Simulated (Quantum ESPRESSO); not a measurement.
# Au in Quantum ESPRESSO: band structure with PBE

Aim: the band structure of Au with PBE.

Program: Quantum ESPRESSO 7.5. These are calculated values, not measurements. Logs are shortened: lines on timing, memory, paths and dates and some standing lists are left out, and cuts for length are marked.

### 1 Starting point

The cell holds a slab with vacuum, 6 atoms: a = 2.893 Å, b = 2.893 Å, c = 25.227 Å, α = 90.00°, β = 90.00°, γ = 90.00°.

The slab is cut from a database's or a generator's crystal, which needn't be the stable form of the element.

### 2 Band structure, PBE

File pw.in:

```
&CONTROL
  calculation = 'scf'
  prefix = 'pwscf'
  outdir = './tmp'
  pseudo_dir = './pseudo'
  tprnfor = .true.
  disk_io = 'low'
/
&SYSTEM
  ibrav = 0
  celldm(1) = 8
  nat = 6
  ntyp = 1
  ecutwfc = 36
  ecutrho = 216
  nbnd = 44
  occupations = 'smearing'
  smearing = 'mv'
  degauss = 0.00999582
/
&ELECTRONS
  conv_thr = 6d-09
  electron_maxstep = 150
  mixing_beta = 0.3
  mixing_mode = 'local-TF'
  tqr = .true.
/
ATOMIC_SPECIES
Au   196.9666 Au.GGA_PBE-JTH.UPF
CELL_PARAMETERS alat
  0.6833187876935  -0.0000000000000   0.0000000000000
 -0.0000000000000   0.6833187876935   0.0000000000000
  0.0000000000000   0.0000000000000   5.9591332261246
ATOMIC_POSITIONS crystal
Au     0.5000000000    0.5000000000    0.2972946190
Au     0.0000000000    0.0000000000    0.3783767714
Au     0.5000000000    0.5000000000    0.4594589238
Au     0.0000000000    0.0000000000    0.5405410762
Au     0.5000000000    0.5000000000    0.6216232286
Au     0.0000000000    0.0000000000    0.7027053810
K_POINTS automatic
9 9 1 0 0 0
```

File bands.in:

```
&CONTROL
  calculation = 'bands'
  prefix = 'pwscf'
  outdir = './tmp'
  pseudo_dir = './pseudo'
  disk_io = 'low'
  verbosity = 'high'
/
&SYSTEM
  ibrav = 0
  celldm(1) = 8
  nat = 6
  ntyp = 1
  ecutwfc = 36
  ecutrho = 216
  nbnd = 44
  occupations = 'smearing'
  smearing = 'mv'
  degauss = 0.00999582
/
&ELECTRONS
  conv_thr = 1d-06
  electron_maxstep = 150
  mixing_beta = 0.3
  mixing_mode = 'local-TF'
  tqr = .true.
  diago_david_ndim = 4
/
ATOMIC_SPECIES
Au   196.9666 Au.GGA_PBE-JTH.UPF
CELL_PARAMETERS alat
  0.6833187876935  -0.0000000000000   0.0000000000000
 -0.0000000000000   0.6833187876935   0.0000000000000
  0.0000000000000   0.0000000000000   5.9591332261246
ATOMIC_POSITIONS crystal
Au     0.5000000000    0.5000000000    0.2972946190
Au     0.0000000000    0.0000000000    0.3783767714
Au     0.5000000000    0.5000000000    0.4594589238
Au     0.0000000000    0.0000000000    0.5405410762
Au     0.5000000000    0.5000000000    0.6216232286
Au     0.0000000000    0.0000000000    0.7027053810
K_POINTS crystal
36
 0.5000000000  0.5000000000  0.0000000000 1
 0.4642857143  0.4642857143  0.0000000000 1
 0.4285714286  0.4285714286  0.0000000000 1
 0.3928571429  0.3928571429  0.0000000000 1
 0.3571428571  0.3571428571  0.0000000000 1
 0.3214285714  0.3214285714  0.0000000000 1
 0.2857142857  0.2857142857  0.0000000000 1
 0.2500000000  0.2500000000  0.0000000000 1
 0.2142857143  0.2142857143  0.0000000000 1
 0.1785714286  0.1785714286  0.0000000000 1
 0.1428571429  0.1428571429  0.0000000000 1
 0.1071428571  0.1071428571  0.0000000000 1
 0.0714285714  0.0714285714  0.0000000000 1
 0.0357142857  0.0357142857  0.0000000000 1
 0.0000000000  0.0000000000  0.0000000000 1
 0.0000000000  0.0500000000  0.0000000000 1
 0.0000000000  0.1000000000  0.0000000000 1
 0.0000000000  0.1500000000  0.0000000000 1
 0.0000000000  0.2000000000  0.0000000000 1
 0.0000000000  0.2500000000  0.0000000000 1
 0.0000000000  0.3000000000  0.0000000000 1
 0.0000000000  0.3500000000  0.0000000000 1
 0.0000000000  0.4000000000  0.0000000000 1
 0.0000000000  0.4500000000  0.0000000000 1
 0.0000000000  0.5000000000  0.0000000000 1
 0.0454545455  0.5000000000  0.0000000000 1
 0.0909090909  0.5000000000  0.0000000000 1
 0.1363636364  0.5000000000  0.0000000000 1
 0.1818181818  0.5000000000  0.0000000000 1
 0.2272727273  0.5000000000  0.0000000000 1
 0.2727272727  0.5000000000  0.0000000000 1
 0.3181818182  0.5000000000  0.0000000000 1
 0.3636363636  0.5000000000  0.0000000000 1
 0.4090909091  0.5000000000  0.0000000000 1
 0.4545454545  0.5000000000  0.0000000000 1
 0.5000000000  0.5000000000  0.0000000000 1
```

Potentials or basis: JTH 2.0 PBE.

Command:

```
> OMP_NUM_THREADS=1 mpirun -n 2 pw.x -nk 2 -in pw.in > pw.out
> OMP_NUM_THREADS=1 mpirun -n 2 pw.x -nk 2 -in bands.in > bands.out
```

pw.out:

```text
This program is part of the open-source Quantum ESPRESSO suite
     for quantum simulation of materials; please cite
         "P. Giannozzi et al., J. Phys.:Condens. Matter 21 395502 (2009);
         "P. Giannozzi et al., J. Phys.:Condens. Matter 29 465901 (2017);
         "P. Giannozzi et al., J. Chem. Phys. 152 154105 (2020);
     in publications or presentations arising from this work. More details at

     file Au.GGA_PBE-JTH.UPF: wavefunction(s)  6S 0S 6P 0P 5D 0D renormalized
     Message from routine setup:
     using ibrav=0 with symmetry is DISCOURAGED, use correct ibrav instead

     K-points division:     npool     =       2
     Subspace diagonalization in iterative solution of the eigenvalue problem:
     a serial algorithm will be used

     G-vector sticks info
     --------------------
     sticks:   dense  smooth     PW     G-vecs:    dense   smooth      PW
     Sum         509     349    109                76347    41611    7259

     Using Slab Decomposition

     bravais-lattice index     =            0
     lattice parameter (alat)  =       8.0000  a.u.
     unit-cell volume          =    1424.6224 (a.u.)^3
     number of atoms/cell      =            6
     number of atomic types    =            1
     number of electrons       =        66.00
     number of Kohn-Sham states=           44
     kinetic-energy cutoff     =      36.0000  Ry
     charge density cutoff     =     216.0000  Ry
     scf convergence threshold =      6.0E-09
     mixing beta               =       0.3000
     number of iterations used =            8  local-TF  mixing
     Exchange-correlation= SLA PW PBX PBC
                           (   1   4   3   4   0   0   0)

     celldm(1)=   8.000000  celldm(2)=   0.000000  celldm(3)=   0.000000
     celldm(4)=   0.000000  celldm(5)=   0.000000  celldm(6)=   0.000000

     crystal axes: (cart. coord. in units of alat)
               a(1) = (   0.683319  -0.000000   0.000000 )
               a(2) = (  -0.000000   0.683319   0.000000 )
               a(3) = (   0.000000   0.000000   5.959133 )

     reciprocal axes: (cart. coord. in units 2 pi/alat)
               b(1) = (  1.463446  0.000000 -0.000000 )
               b(2) = (  0.000000  1.463446 -0.000000 )
               b(3) = ( -0.000000 -0.000000  0.167810 )

     PseudoPot. # 1 for Au read from file:
     Au.GGA_PBE-JTH.UPF
     Pseudo is Projector augmented-wave + core cor, Zval = 11.0
     Generated using ATOMPAW code
     Shape of augmentation charge: SINC**2
     Using radial grid of 1127 points,  6 beta functions with:
                l(1) =   0
                l(2) =   0
                l(3) =   1
                l(4) =   1
                l(5) =   2
                l(6) =   2
     Q(r) pseudized with 0 coefficients

     atomic species   valence    mass     pseudopotential
     Au               11.00   196.96660     Au( 1.00)

     16 Sym. Ops., with inversion, found ( 8 have fractional translation)

   Cartesian axes

     site n.     atom                  positions (alat units)
         1        Au     tau(   1) = (   0.3416594   0.3416594   1.7716182  )
         2        Au     tau(   2) = (   0.0000000   0.0000000   2.2547976  )
         3        Au     tau(   3) = (   0.3416594   0.3416594   2.7379769  )
         4        Au     tau(   4) = (   0.0000000   0.0000000   3.2211563  )
         5        Au     tau(   5) = (   0.3416594   0.3416594   3.7043356  )
         6        Au     tau(   6) = (   0.0000000   0.0000000   4.1875150  )

     number of k points=    15  Marzari-Vanderbilt smearing, width (Ry)=  0.0100
                       cart. coord. in units 2pi/alat
        k(    1) = (   0.0000000   0.0000000   0.0000000), wk =   0.0246914
        k(    2) = (   0.0000000   0.1626051   0.0000000), wk =   0.0987654
        k(    3) = (   0.0000000   0.3252102   0.0000000), wk =   0.0987654
        k(    4) = (   0.0000000   0.4878153   0.0000000), wk =   0.0987654
        k(    5) = (   0.0000000   0.6504203   0.0000000), wk =   0.0987654
        k(    6) = (   0.1626051   0.1626051   0.0000000), wk =   0.0987654
        k(    7) = (   0.1626051   0.3252102   0.0000000), wk =   0.1975309
        k(    8) = (   0.1626051   0.4878153   0.0000000), wk =   0.1975309
        k(    9) = (   0.1626051   0.6504203   0.0000000), wk =   0.1975309
        k(   10) = (   0.3252102   0.3252102   0.0000000), wk =   0.0987654
        k(   11) = (   0.3252102   0.4878153   0.0000000), wk =   0.1975309
        k(   12) = (   0.3252102   0.6504203   0.0000000), wk =   0.1975309
        k(   13) = (   0.4878153   0.4878153   0.0000000), wk =   0.0987654
        k(   14) = (   0.4878153   0.6504203   0.0000000), wk =   0.1975309
        k(   15) = (   0.6504203   0.6504203   0.0000000), wk =   0.0987654

     Dense  grid:    76347 G-vectors     FFT dimensions: (  30,  30, 225)

     Smooth grid:    41611 G-vectors     FFT dimensions: (  24,  24, 192)
     Real space treatment of Q(r)

     Initializing real-space augmentation for DENSE grid
     Message from routine real_space_q:
     integrated real space q too different from target q
     Largest difference:   0.000127 for atom type # 1

     Initial potential from superposition of free atoms

     starting charge      65.9994, renormalised to      66.0000

     negative rho (up, down):  1.102E-04 0.000E+00
     Starting wfcs are  108 randomized atomic wfcs
     Checking if some PAW data can be deallocated...

     Self-consistent Calculation

     iteration #  1     ecut=    36.00 Ry     beta= 0.30
     Davidson diagonalization with overlap
     ethr =  1.00E-02,  avg # of iterations =  6.2

     Threshold (ethr) on eigenvalues was too large:
     Diagonalizing with lowered threshold

     Davidson diagonalization with overlap
     ethr =  4.61E-04,  avg # of iterations =  5.5

     negative rho (up, down):  1.342E-03 0.000E+00

     total energy              =   -4650.79995137 Ry
     estimated scf accuracy    <       0.33948855 Ry

     iteration #  2     ecut=    36.00 Ry     beta= 0.30
     Davidson diagonalization with overlap
     ethr =  5.14E-04,  avg # of iterations =  1.5
[... 168 lines left out ...]
     iteration # 21     ecut=    36.00 Ry     beta= 0.30
     Davidson diagonalization with overlap
     ethr =  1.14E-11,  avg # of iterations =  6.3

     negative rho (up, down):  1.677E-04 0.000E+00

     End of self-consistent calculation

          k = 0.0000 0.0000 0.0000 (  5251 PWs)   bands (ev):

    -4.3507  -3.4839  -2.3557  -1.7935  -1.4255  -1.2557  -1.2388  -1.0520
    -0.5733  -0.0671   0.3710   0.5147   0.6459   0.6459   1.1171   1.1171
     1.4469   1.5750   1.7457   1.7457   1.9559   1.9873   2.0783   2.3361
     2.4619   2.4619   2.6402   2.9310   3.1300   3.1300   3.2480   3.2759
     3.3005   3.4506   3.4506   5.3852   6.4641   9.8278  10.0889  11.2329
    12.0292  13.7595  14.2467  15.8290

          k = 0.0000 0.1626 0.0000 (  5219 PWs)   bands (ev):
[... 118 lines left out ...]
    -1.6034  -1.5716  -1.3238  -1.3158  -1.0591  -1.0192  -0.7692  -0.7580
    -0.2528  -0.2404  -0.0072   0.0302   0.9440   1.0182   1.9549   2.1096
     2.1818   2.2864   2.7260   2.7499   2.9868   3.0734   3.0959   3.1072
     3.2457   3.3439   3.3868   3.4192   3.8291   3.8594   5.9553   7.2936
     7.4164   8.5477   8.8630   9.4142  10.0693  10.5746  10.5975  11.6979
    11.7382  12.1099  12.3805  12.4022

     the Fermi energy is     5.0046 ev

!    total energy              =   -4650.77527128 Ry
     total all-electron energy =     -4650.775271 Ry
     estimated scf accuracy    <          2.0E-09 Ry
     smearing contrib. (-TS)   =       0.00040989 Ry
     internal energy E=F+TS    =   -4650.77568117 Ry

     The total energy is F=E-TS. E is the sum of the following terms:
     one-electron contribution =   -3810.72154683 Ry
     hartree contribution      =    1963.75238206 Ry
     xc contribution           =     -66.91080229 Ry
     ewald contribution        =    1540.64842987 Ry
     one-center paw contrib.   =   -4277.54414398 Ry

     convergence has been achieved in  21 iterations

     negative rho (up, down):  1.677E-04 0.000E+00

     Forces acting on atoms (cartesian axes, Ry/au):

     atom    1 type  1   force =     0.00000000    0.00000000   -0.01037102
     atom    2 type  1   force =     0.00000000    0.00000000   -0.00412095
     atom    3 type  1   force =     0.00000000    0.00000000    0.00006957
     atom    4 type  1   force =     0.00000000    0.00000000   -0.00006957
     atom    5 type  1   force =     0.00000000    0.00000000    0.00412095
     atom    6 type  1   force =     0.00000000    0.00000000    0.01037102

     Total force =     0.015783     Total SCF correction =     0.000050

=------------------------------------------------------------------------------=
   JOB DONE.
=------------------------------------------------------------------------------=
```

Run time: 2.8 min. Hardware: 2 MPI ranks of Arm Neoverse V2, shared host; peak memory 0.5 GiB.

What came out:

```yaml
Free_energy: -63277.0211 eV
Largest_force: 0.267 eV/Å
Band_gap_on_the_k_mesh: none (metal or under the smearing width)
```

Forces in eV/Å, atoms in the order of the input:
```
Au   0.000  0.000 -0.267
Au   0.000  0.000 -0.106
Au   0.000  0.000  0.002
Au   0.000  0.000 -0.002
Au   0.000  0.000  0.106
Au   0.000  0.000  0.267
```

Levels at the corners of the path, in eV from the Fermi level:
```tsv
point	band 31	band 32	band 33	band 34	band 35	band 36
M	1.92	1.92	3.49	3.49	5.10	5.10
Γ	-1.76	-1.73	-1.70	-1.55	-1.55	0.38
X	-0.32	-0.32	-0.03	-0.03	0.32	0.32
M	1.92	1.92	3.49	3.49	5.10	5.10
```

Caveat: real space augmentation costs some meV and hundredths of eV per Å; spin-orbit coupling is left out, which moves the levels of the heavy elements.
